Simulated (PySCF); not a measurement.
# C7H6N2: excited states, first hyperpolarisability

Aim: compute the excited states, first hyperpolarisability of C7H6N2 (`N#Cc1ccc(N)cc1`).

Programs: PySCF 2.14.0, with routines of our own; each step states its level. All values are computed. Atoms count from 0.

## (1) The starting structure

15 atoms, charge 0, multiplicity 1; geometry from: GFN2-xTB.

## (2) Relaxing the molecule at PBE0-D3(BJ)/def2-SVP

The job: settings as JSON, then the geometry in Å.

```
{"job": {"xc": "PBE0", "basis": "def2-SVP", "d3": "d3bj", "grid": 2, "kind": "geom"}, "charge": 0, "multiplicity": 1}
N     -4.097557     0.071708    -0.402009
C     -2.954896     0.056044    -0.293495
C     -1.552180     0.037043    -0.160528
C     -0.915974     0.905170     0.730616
C      0.453426     0.881617     0.858649
C      1.227252    -0.005500     0.101562
N      2.593460     0.019568     0.180581
C      0.582327    -0.874339    -0.786227
C     -0.786767    -0.854008    -0.917401
H     -1.506973     1.591371     1.319510
H      0.944476     1.552239     1.548812
H      3.102187    -0.760229    -0.199186
H      3.013635     0.481072     0.968995
H      1.173334    -1.565487    -1.369838
H     -1.280163    -1.528280    -1.601951
```

Started as:

```console
> OMP_NUM_THREADS=1 python excited_run.py task.json out
```

This one command runs all jobs of the session in turn.

Standard output:

```text
step   0  E = -379.14581910  max force = 0.032797
step   1  E = -379.14748262  max force = 0.001381
step   2  E = -379.14749424  max force = 0.000436
optimisation converged
```

Run time: 55 s. Hardware: 1 thread of Arm Neoverse N1, shared host; peak memory 0.74 GiB.

The steps of the relaxation:

```csv
step,energy from step 0 (eV),largest force component (eV/Å)
0,0.0000,1.6865
1,-0.0453,0.0710
2,-0.0456,0.0224
```

Close pairs (by a distance rule), those that changed most:

```csv
bond,before (Å),after (Å),change (Å)
C1–C2,1.409,1.428,+0.019
N0–C1,1.148,1.161,+0.013
C4–H10,1.080,1.093,+0.013
C7–H13,1.081,1.093,+0.012
C8–H14,1.080,1.092,+0.012
C3–H9,1.080,1.092,+0.011
C4–C5,1.400,1.410,+0.010
C5–C7,1.400,1.409,+0.010
```

The end geometry stands in the next job.

```csv
at the end point,value
point group (found at 0.08 Å tolerance),Cs
"rotational constants (GHz, main isotopes)","5.583, 0.991, 0.841"
dipole moment (D),7.11
```

## (3) Excited states: TDA CAM-B3LYP/def2-TZVP

The job: settings as JSON, then the geometry in Å.

```
{"job": {"kind": "states", "xc": "CAM-B3LYP", "basis": "def2-TZVP", "tda": true, "soc": true, "nstates": 6, "ntriplets": 5, "nquad": 4}, "charge": 0, "multiplicity": 1}
N     -4.301595     0.023097    -0.085262
C     -3.146005     0.004370     0.022319
C     -1.724669    -0.019020     0.154337
C     -1.077643     0.850868     1.047787
C      0.299564     0.829694     1.180246
C      1.084691    -0.062841     0.422824
N      2.446705    -0.057171     0.528257
C      0.430177    -0.933308    -0.471892
C     -0.947163    -0.910791    -0.603103
H     -1.670308     1.547937     1.643321
H      0.787290     1.515270     1.877843
H      2.964819    -0.837776     0.151852
H      2.870463     0.406586     1.318707
H      1.020160    -1.631633    -1.070892
H     -1.437822    -1.593007    -1.299991
```

With the program's defaults for keys left out, this is: TDA CAM-B3LYP/def2-TZVP excited states, vertical, gas phase, spin-orbit mean-field couplings.

Standard output:

```text
coarse grid: 13448 points
cycle   1  E = -379.7251607189  dE =  1.796e+00  |g| = 5.434e-01  |ddm| = 3.527e+00
cycle   2  E = -379.6488387748  dE =  7.632e-02  |g| = 8.635e-01  |ddm| = 2.161e+00
cycle   3  E = -379.8000447224  dE = -1.512e-01  |g| = 1.113e-01  |ddm| = 1.362e+00
cycle   4  E = -379.8023961820  dE = -2.351e-03  |g| = 5.390e-02  |ddm| = 1.441e-01
cycle   5  E = -379.8030474584  dE = -6.513e-04  |g| = 1.330e-02  |ddm| = 6.032e-02
cycle   6  E = -379.8030877741  dE = -4.032e-05  |g| = 3.637e-03  |ddm| = 1.478e-02
cycle   7  E = -379.8030914405  dE = -3.666e-06  |g| = 1.355e-03  |ddm| = 4.977e-03
final grid: 132672 points
cycle   8  E = -379.7920470122  dE = -3.591e-05  |g| = 4.863e-03  |ddm| = 8.822e-02
cycle   9  E = -379.7920469257  dE =  8.653e-08  |g| = 4.992e-03  |ddm| = 9.485e-03
cycle  10  E = -379.7920522367  dE = -5.311e-06  |g| = 6.284e-04  |ddm| = 4.019e-03
cycle  11  E = -379.7920523184  dE = -8.167e-08  |g| = 2.929e-04  |ddm| = 9.066e-04
cycle  12  E = -379.7920523367  dE = -1.837e-08  |g| = 8.813e-05  |ddm| = 4.619e-04
cycle  13  E = -379.7920523382  dE = -1.443e-09  |g| = 4.687e-05  |ddm| = 9.748e-05
cycle  14  E = -379.7920523387  dE = -5.217e-10  |g| = 1.208e-05  |ddm| = 7.847e-05
converged SCF energy = -379.7920523387

Singlet excitations
state   eV       nm        f     d(h-e)  d(exc)  Lambda  PR(NTO)  |dmu|/D   mu/D   main configurations
  1   4.8937   253.4   0.02893   0.236   3.004   0.595   1.521    0.488    7.617   H->L+1 0.78, H-1->L 0.20
  2   5.3812   230.4   0.50071   0.614   3.271   0.772   1.331    1.663    8.790   H->L 0.86, H-1->L+1 0.10
  3   6.0151   206.1   0.00393   2.043   3.795   0.325   1.023    8.697    1.578   H->L+2 0.93
  4   6.5995   187.9   0.00333   1.197   3.319   0.360   1.167    3.921   11.048   H->L+5 0.42, H->L+4 0.34, H-2->L+5 0.13
  5   6.7260   184.3   0.31121   0.725   3.133   0.552   1.930                     H-1->L 0.65, H->L+1 0.16
  6   6.9436   178.6   0.00706   1.370   3.201   0.388   1.359                     H-3->L 0.76, H->L+4 0.12

Triplet excitations (Tamm-Dancoff)
state   eV     d(h-e)  d(exc)  Lambda  PR(NTO)   main configurations
  1   3.4758   0.249   3.054   0.771   1.147   H->L 0.91
  2   4.0023   0.281   2.946   0.598   1.016   H->L+1 0.97
  3   4.5772   0.165   2.547   0.883   1.169   H-1->L+1 0.91
  4   5.0969   0.429   2.826   0.577   1.059   H-1->L 0.95
  5   5.7212   1.623   3.447   0.403   1.379   H->L+2 0.72, H-2->L 0.13
S1 - T1 = 1.4179 eV

Spin-orbit couplings |<S|Hso|T>| (cm-1)
             T1       T2       T3       T4       T5
S0        0.314    0.364    0.006    0.111    6.970
S1        0.047    0.026    0.036    0.010    0.410
S2        0.153    0.010    0.016    0.072    1.485
S3        1.089    0.738    0.013    0.189    0.355
S4        5.047    2.056    1.627    0.089    3.147
S5        1.678    0.634    0.261    0.019    1.118
S6        7.225    0.131    1.390    0.809    5.661
T1 sublevels (cm-1): 0.000 0.003 0.003   radiative rates (1/s): 0.534 0.00149 0.0602
```

Wall time 2.6 min (1 thread of Arm Neoverse N1, shared host); peak memory 1.3 GiB.

In short:

```csv
quantity,value
S1 less T1,1.42 eV
```

The fields below are evaluated on a grid from the run's orbitals.

Frontier orbitals at CAM-B3LYP/def2-TZVP, with the share of their density that lies nearest to each atom:

```csv
orbital,energy (eV),lies on
HOMO,-7.61,"C2 20 %; N6 20 %; C4, C5, C7 about 11 % each"
LUMO,0.06,C5 21 %; C2 16 %; N0 12 %
```

ELF in a plane through or near 15 of the atoms.

Ten even steps from ' ' (0.00) to '@' (1.00):
```
                                                        
                                                        
                                                        
                    ==%%##    ::####::                  
                  --@@@@@@::  %%@@@@%%..                
                  ..@@@@@@==..%%@@@@%%                  
            **##::  ==@@%%++##++@@%%::  ..::....        
          ::%%@@%%..  ++::--@@##----  ..++++==++--      
          ::@@@@@@==::##**==##--%%++--++######%%##--    
            --##==++##::++::  ++==::%%----%%::@@@@**    
            --##==**##==++::  ++--::%%--==##--@@@@**    
          ::%%@@@@--::%%##==##--%%++--++######%%##--    
          ::%%@@%%..  ++  ::@@@@::--  ..++++==++--      
            **##::  ==@@%%++##++@@%%::  ..::....        
                  ..@@@@@@==..%%@@@@%%                  
                  --@@@@@@::  ##@@@@@@                  
                    ==%%**    ::####::                  
                                                        
                                                        
                                                        
```
The map spans 13.5 Å across and 9.5 Å up, centred on the molecule. Atoms in the plane (x, y in Å): N0 (4.2, 0.0), C1 (3.0, 0.0), C2 (1.6, 0.0), C3 (0.9, 1.2), C4 (-0.5, 1.2), C5 (-1.2, 0.0), N6 (-2.6, 0.0), C7 (-0.5, -1.2), C8 (0.9, -1.2), H9 (1.4, 2.2), H10 (-1.1, 2.2), H11 (-3.1, -0.9), H12 (-3.1, 0.9), H13 (-1.1, -2.2), H14 (1.4, -2.2).

log10 of the density (e/Å³) in the same plane.

Ten even steps from '0' (-4.0) to '9' (1.7):
```
0000000000000000000000000000
0000000000000000000000000000
0000000001122112221000000000
0000000012333323332200000000
0000000123455445554311000000
0000012234577556764322211000
0000124444577777765444332100
0000135665568879765555543210
0000235776677777766666664310
0000235787797656777787875420
0000235787787656777787975420
0000235776677777766666664310
0000135665567879765555543210
0000123444577777765444332100
0000012234577556764322211000
0000000123455445554311000000
0000000012333323332100000000
0000000001122112221000000000
0000000000000000000000000000
0000000000000000000000000000
```
The map spans 13.5 Å across and 9.5 Å up, centred on the molecule. Atoms in the plane (x, y in Å): N0 (4.2, 0.0), C1 (3.0, 0.0), C2 (1.6, 0.0), C3 (0.9, 1.2), C4 (-0.5, 1.2), C5 (-1.2, 0.0), N6 (-2.6, 0.0), C7 (-0.5, -1.2), C8 (0.9, -1.2), H9 (1.4, 2.2), H10 (-1.1, 2.2), H11 (-3.1, -0.9), H12 (-3.1, 0.9), H13 (-1.1, -2.2), H14 (1.4, -2.2).

On the surface of density 0.002 e/bohr³ the electrostatic potential runs, from the 1st to the 99th percentile, from -2.03 V near N0 to 2.46 V near H12.

## (4) Excited states: TDDFT CAM-B3LYP/aug-cc-pVDZ

The job, as its differences from that of step 3:

```diff
@@ -1,2 +1,2 @@
-{"job": {"kind": "states", "xc": "CAM-B3LYP", "basis": "def2-TZVP", "tda": true, "soc": true, "nstates": 6, "ntriplets": 5, "nquad": 4}, "charge": 0, "multiplicity": 1}
+{"job": {"kind": "states", "xc": "CAM-B3LYP", "basis": "aug-cc-pVDZ", "tpa": true, "nstates": 8, "nquad": 6, "ntriplets": 0}, "charge": 0, "multiplicity": 1}
 N     -4.301595     0.023097    -0.085262
```

With the program's defaults for keys left out, this is: TDDFT CAM-B3LYP/aug-cc-pVDZ excited states, vertical, gas phase, two-photon moments by quadratic response.

Standard output:

```text
coarse grid: 13448 points
cycle   1  E = -379.5886601331  dE =  1.851e+00  |g| = 5.164e-01  |ddm| = 5.310e+01
cycle   2  E = -379.5139121589  dE =  7.475e-02  |g| = 8.334e-01  |ddm| = 6.400e+00
cycle   3  E = -379.6608839403  dE = -1.470e-01  |g| = 9.782e-02  |ddm| = 3.837e+00
cycle   4  E = -379.6628053226  dE = -1.921e-03  |g| = 4.904e-02  |ddm| = 9.308e-01
cycle   5  E = -379.6633776124  dE = -5.723e-04  |g| = 1.226e-02  |ddm| = 4.774e-01
cycle   6  E = -379.6634141728  dE = -3.656e-05  |g| = 3.285e-03  |ddm| = 9.323e-02
cycle   7  E = -379.6634174075  dE = -3.235e-06  |g| = 1.145e-03  |ddm| = 2.001e-02
final grid: 132672 points
cycle   8  E = -379.6928628276  dE = -1.815e-05  |g| = 4.202e-03  |ddm| = 6.798e-01
cycle   9  E = -379.6928626499  dE =  1.777e-07  |g| = 4.520e-03  |ddm| = 9.343e-02
cycle  10  E = -379.6928673272  dE = -4.677e-06  |g| = 5.535e-04  |ddm| = 2.235e-02
cycle  11  E = -379.6928673963  dE = -6.907e-08  |g| = 2.367e-04  |ddm| = 4.635e-03
cycle  12  E = -379.6928674068  dE = -1.044e-08  |g| = 1.142e-04  |ddm| = 3.037e-03
cycle  13  E = -379.6928674098  dE = -3.094e-09  |g| = 3.267e-05  |ddm| = 8.580e-04
cycle  14  E = -379.6928674102  dE = -3.122e-10  |g| = 8.760e-06  |ddm| = 2.292e-04
converged SCF energy = -379.6928674102

Singlet excitations
state   eV       nm        f     d(h-e)  d(exc)  Lambda  PR(NTO)  |dmu|/D   mu/D   delta(TPA)   sigma/GM   main configurations
  1   4.7420   261.5   0.02411   0.209   3.057   0.558   1.477    0.519    7.555        0.09      0.001   H->L+2 0.84, H-1->L+1 0.11
  2   5.0269   246.6   0.31133   0.456   3.684   0.520   1.245    2.309    5.414      136.17      1.261   H->L 0.59, H->L+1 0.32
  3   5.1413   241.2   0.10272   1.643   4.340   0.577   1.093    7.784    0.982      132.34      1.282   H->L+1 0.59, H->L 0.31
  4   5.8455   212.1   0.00044   1.622   4.884   0.195   1.060    7.870    0.814        3.82      0.048   H->L+3 0.86
  5   5.9227   209.3   0.00587   0.154   4.812   0.227   1.046    0.293    6.865       15.82      0.203   H->L+4 0.92
  6   6.3095   196.5   0.24022   0.470   3.177   0.469   1.503    1.286    8.335        0.66      0.010   H-1->L+1 0.62, H-1->L 0.18, H->L+2 0.12
  7   6.5455   189.4   0.00026   1.440   3.698   0.302   1.125                                            H->L+11 0.59, H->L+5 0.14, H-2->L+11 0.13
  8   6.6835   185.5   0.02117   0.612   4.467   0.260   1.136                                            H->L+6 0.48, H->L+7 0.21, H->L+8 0.18
```

Run time: 2.2 min. Hardware: 1 thread of Arm Neoverse N1, shared host; peak memory 1.1 GiB.

## (5) First hyperpolarisability: quadratic response CAM-B3LYP/aug-cc-pVDZ

The job, as its differences from that of step 4:

```diff
@@ -1,2 +1,2 @@
-{"job": {"kind": "states", "xc": "CAM-B3LYP", "basis": "aug-cc-pVDZ", "tpa": true, "nstates": 8, "nquad": 6, "ntriplets": 0}, "charge": 0, "multiplicity": 1}
+{"job": {"kind": "beta", "xc": "CAM-B3LYP", "basis": "aug-cc-pVDZ"}, "charge": 0, "multiplicity": 1}
 N     -4.301595     0.023097    -0.085262
```

Level: quadratic response CAM-B3LYP/aug-cc-pVDZ first hyperpolarisability, Taylor convention, gas phase.

Standard output:

```text
coarse grid: 13448 points
cycle   1  E = -379.5886601331  dE =  1.851e+00  |g| = 5.164e-01  |ddm| = 5.310e+01
cycle   2  E = -379.5139121589  dE =  7.475e-02  |g| = 8.334e-01  |ddm| = 6.400e+00
cycle   3  E = -379.6608839403  dE = -1.470e-01  |g| = 9.782e-02  |ddm| = 3.837e+00
cycle   4  E = -379.6628053226  dE = -1.921e-03  |g| = 4.904e-02  |ddm| = 9.308e-01
cycle   5  E = -379.6633776124  dE = -5.723e-04  |g| = 1.226e-02  |ddm| = 4.774e-01
cycle   6  E = -379.6634141728  dE = -3.656e-05  |g| = 3.285e-03  |ddm| = 9.323e-02
cycle   7  E = -379.6634174075  dE = -3.235e-06  |g| = 1.145e-03  |ddm| = 2.001e-02
final grid: 132672 points
cycle   8  E = -379.6928628276  dE = -1.815e-05  |g| = 4.202e-03  |ddm| = 6.798e-01
cycle   9  E = -379.6928626499  dE =  1.777e-07  |g| = 4.520e-03  |ddm| = 9.343e-02
cycle  10  E = -379.6928673272  dE = -4.677e-06  |g| = 5.535e-04  |ddm| = 2.235e-02
cycle  11  E = -379.6928673963  dE = -6.907e-08  |g| = 2.367e-04  |ddm| = 4.635e-03
cycle  12  E = -379.6928674068  dE = -1.044e-08  |g| = 1.142e-04  |ddm| = 3.037e-03
cycle  13  E = -379.6928674098  dE = -3.094e-09  |g| = 3.267e-05  |ddm| = 8.580e-04
cycle  14  E = -379.6928674102  dE = -3.122e-10  |g| = 8.760e-06  |ddm| = 2.292e-04
converged SCF energy = -379.6928674102

Lowest singlets (eV, f): 4.7420 0.0241  5.0269 0.3113  5.1414 0.1027

First hyperpolarisability (au)
process     nm      |vector|   parallel      HRS      DR
static         -      601.21     358.76     280.45   3.626
shg       1907.0      651.12     388.53     302.32   3.673
eope      1907.0      617.12     368.25          -       -
shg       1064.0      789.98     471.34     362.89   3.788
eope      1064.0      654.89     390.78          -       -
```

Wall time 1.8 min (1 thread of Arm Neoverse N1, shared host); peak memory 1.1 GiB.

## (6) Outcome

| quantity | value |
| --- | --- |
| point group | Cs |
| rotational constants (main isotopes) | 5.58, 0.99, 0.84 GHz |
| S1 less T1 (step 3, TDA CAM-B3LYP/def2-TZVP) | 1.42 eV |
| surface potential, 1st and 99th percentile | -2.03 V and 2.46 V |
| β vector (step 5, quadratic response CAM-B3LYP/aug-cc-pVDZ) | static 601, SHG 1907.0 nm 651, SHG 1064.0 nm 790 au |

**Reading.** Relaxing lowered the energy by 0.046 eV in 2 steps; the close pair that moved most is C1–C2, from 1.409 to 1.428 Å. In step 3, the number of triplets below S1 is 3, and the largest singlet-triplet spin-orbit coupling is S6–T1, 7.22 cm⁻¹. β grows from 601 au (static) to 790 au for doubling at 1064.0 nm: normal dispersion, which grows as twice the photon energy moves toward the bright states.
